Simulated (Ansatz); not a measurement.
Run this with Ansatz 0.2.0 through its Python package and show what comes out.

The script, `run_analyse.py`:
```python
import sys

import ansatz as az
from ase.data import atomic_numbers
import numpy as np
from pymatgen.core import Structure
import spglib

OCCUPATIONS = "cold"
SMEARING_WIDTH = 0.15
XC = "pbesol"
VDW = "D3(BJ)"
K_LENGTH = 20
CUTOFF_EV = 420

crystal = (
    az.Lattice.from_parameters(2.86246, 2.86246, 3.935206, alpha=90.0, beta=90.0, gamma=90.0)
    .atom("Ti", [0.0, 0.0, 0.0])
    .atom("O", [0.5, 0.5, 0.0])
    .atom("F", [0.0, 0.0, 0.5])
)

base = (
    crystal.calculation()
    .occupations(OCCUPATIONS, width=SMEARING_WIDTH)
    .functional(XC, dispersion=VDW)
    .kpoints(length=K_LENGTH)
    .basis(CUTOFF_EV)
    .compute(density_of_states={"energy_step": 0.05, "method": "smearing", "broadening_width": 0.1, "projected": True})
    .cutoff_correction(756)
)
try:
    result = base.run()
except az.NonConvergedError as error:
    sys.exit(f"no convergence: {error}")
except az.RefusalError as error:
    sys.exit(f"input refused: {error}")
report = result.report

for key in ("converged", "n_iterations", "n_electrons", "n_kpoints", "n_pw", "n_symmetry_ops", "free_energy_ev", "fermi_energy_ev"):
    print(f"{key:18s} {report[key]}")

dos = result.density_of_states()
energy = np.asarray(dos.energies_ev) - dos.fermi_ev
window = (energy > -10) & (energy < 3)
for index, site in enumerate(result.projected_density_of_states().sites):
    for shell in site.shells:
        if shell.l == 2:
            g = sum(np.sum(part.g_bin_mean_per_ev, axis=0) for part in shell.curves)[window]
            if g.sum() > 1e-6:
                centre = (g * energy[window]).sum() / g.sum()
                width = np.sqrt((g * (energy[window] - centre) ** 2).sum() / g.sum())
                print(f"site {index} {site.species} {shell.label}: centre {centre:.3f} eV, rms width {width:.3f} eV")

final = Structure(result.lattice.cell_ang, [s.symbol for s in result.lattice.sites], [s.position_frac for s in result.lattice.sites])
for index, (site, neighbours) in enumerate(zip(final, final.get_all_neighbors(5.5))):
    first = min(n.nn_distance for n in neighbours)
    shell = [n for n in neighbours if n.nn_distance < 1.1 * first]
    mean = sum(n.nn_distance for n in shell) / len(shell)
    print(f"atom {index} {site.specie.symbol}: {len(shell)} neighbours within 1.1 of the shortest distance, mean {mean:.3f} A")

estimate = report.get("cutoff_correction")
if estimate:
    print("towards {} eV the energy would change by {:.2f} meV/atom".format(estimate["reference_ecutwfc_ev"], 1000 * estimate["energy_ev"] / len(result.lattice.sites)))

spg_cell = (result.lattice.cell_ang, [s.position_frac for s in result.lattice.sites], [atomic_numbers[s.symbol] for s in result.lattice.sites])
found = spglib.get_symmetry_dataset(spg_cell, symprec=1e-3)
print(found.international, found.number, "point group", found.pointgroup)
for site, letter, group in zip(result.lattice.sites, found.wyckoffs, found.site_symmetry_symbols):
    print(f"  {site.symbol:2s} Wyckoff {letter}  site symmetry {group}")
```

```console
$ python run_analyse.py
converged          True
n_iterations       6
n_electrons        25.0
n_kpoints          30
n_pw               633
n_symmetry_ops     16
free_energy_ev     -3839.9289167742572
fermi_energy_ev    11.096091351881238
site 0 Ti 3D: centre -0.278 eV, rms width 3.143 eV
atom 0 Ti: 6 neighbours within 1.1 of the shortest distance, mean 2.005 A
atom 1 O: 4 neighbours within 1.1 of the shortest distance, mean 2.024 A
atom 2 F: 2 neighbours within 1.1 of the shortest distance, mean 1.968 A
towards 756.0 eV the energy would change by -4.62 meV/atom
P4/mmm 123 point group 4/mmm
  Ti Wyckoff a  site symmetry 4/mmm
  O  Wyckoff c  site symmetry 4/mmm
  F  Wyckoff b  site symmetry 4/mmm
```

Reading the output:
- Total energies depend on the potentials; only differences at equal settings carry meaning.
- The cell holds an odd number of electrons and is run without spin, so a magnetic state may lie lower.
- Dispersion corrections can be off by several per cent in the lattices of metals, and by several GPa in the pressure at a fixed cell.
- The mesh is modest for a metal, so energies can be off by several to tens of meV an atom and pressures by half a GPa or more; differences at equal mesh fare better.
- An absolute Fermi energy rests on an arbitrary zero of the periodic potential and has no direct meaning.
- Projections exist only for the shells that the potentials hold, some of them semicore, and samples at single energies can miss narrow peaks.
- The structure comes from a database of computed cells and needn't be a stable or known phase.
- The computed bands are complete only to about 1.3 eV above the Fermi level; beyond that the density of states is undercounted.
- A band centre counts only the states inside the window taken.
- The whole script took 1.7 s on 1 thread of AMD EPYC 7B13 (Zen 3), with other jobs on the host, peak memory 0.4 GiB.

(Lines on the test bed's own set-up are left out of the output.)
